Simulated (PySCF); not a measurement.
# CH8OSSi2: the cost of one run

The runs use PySCF 2.14.0, with density-fitted response routines of our own; the level of theory stands in each step. All values are computed, except where a source is named. Atoms count from 0, in the outputs and in this text.

## Step 1: Starting geometry

13 atoms, charge 0, multiplicity 1; geometry from: GFN2-xTB. The atoms were then displaced at random by about 0.01 Å, so the start is not that level's minimum.

Bonds of the start (Å): C0–S1 1.79, S1–Si2 2.13, Si2–O3 1.66, O3–Si4 1.60, C0–H5 1.11, C0–H6 1.09, C0–H7 1.06, Si2–H8 1.43, Si2–H9 1.46, Si4–H10 1.48, Si4–H11 1.45, Si4–H12 1.45.

## Step 2: Geometry optimisation at PBE0-D3(BJ)/def2-SVP

What the job is given:

```
{"job": {"xc": "PBE0", "basis": "def2-SVP", "d3": "d3bj", "grid": 1, "shake": 0.01, "kind": "geom"}, "charge": 0, "multiplicity": 1}
C     -2.719330    -0.764940    -0.245120
S     -1.032730    -1.141700     0.226400
Si    -0.095850     0.666320    -0.411910
O      1.519300     0.578060    -0.049200
Si     2.837880    -0.034360     0.616090
H     -3.088470     0.127020     0.310970
H     -2.776550    -0.539200    -1.314290
H     -3.330270    -1.600720    -0.014310
H     -0.176480     0.790350    -1.832910
H     -0.646370     1.789280     0.341750
H      2.822600     0.384730     2.035660
H      2.823530    -1.478110     0.487780
H      3.868560     0.622630    -0.161240
```

Run with:

```bash
$ OMP_NUM_THREADS=1 python probes_run.py task.json out
```

The driver reads the jobs from task.json and runs them one after another.

Q: Estimate the wall time and peak memory of this first job on 1 thread of Arm Neoverse N1, shared host.

About 6.2 min, with a peak of 0.52 GiB.
